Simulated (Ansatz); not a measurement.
**MoO+ (sextet): the correlation ladder, def2-QZVPP**

The task here is to estimate one member of a computed series from the others.

Method: def2-QZVPP, core rule «outside noble gas», up to 5 orbitals frozen; program: Ansatz 0.2.0, Gaussian basis.

To be run: UHF; ROHF; CCSD(T) on UHF.

## What is computed

The geometry is a PBE0/def2-TZVP stationary point (not a proven minimum) of the parent state, kept for this charge and spin. No spin-orbit coupling is included. Elements past krypton take def2 core potentials.

2 atoms, charge 1, spin multiplicity 6.

Atoms are counted from 1 here; the program's logs count them from 0.

Bond lengths: Mo1–O2 1.990 Å.

Set-up of the first run:

Input file in.yaml:

```yaml
crystal:
  periodic: [false, false, false]
  atoms:
    - {symbol: Mo, position_ang: [0.000000, 0.000000, 0.000000]}
    - {symbol: O, position_ang: [0.000000, 0.000000, 1.989800]}
basis:
  gaussian: {orbitals: "def2-QZVPP.json"}
total_charge: 1
magnetization: {spin_polarized: true, initial_magnetization: 5}
hamiltonian: {xc: hf}
output: {orbitals: {seedname: orbitals}}
```

On the command line:

```console
> ansatz run in.yaml --threads 1 --pin off --events-out ev --progress --plain --max-ram 3968MiB --backend cpu
```

Steps of the session up to this table: UHF; ROHF; CCSD(T) on UHF.

One of the session's tables, all rows but one given; the rest of the session is left out.

| method | from UCCSD(T) (kcal/mol) |
| --- | --- |
| ROHF | +204.74 |
| UHF | ? |
| UMP2 | +18.07 |
| UCCSD | +8.58 |
| UCCSD(T) | 0 |

Estimate the missing values for UHF.

As computed: from UCCSD(T) (kcal/mol): +198.36. In the column «from UCCSD(T) (kcal/mol)» it lies between UMP2 (+18.07) and ROHF (+204.74).
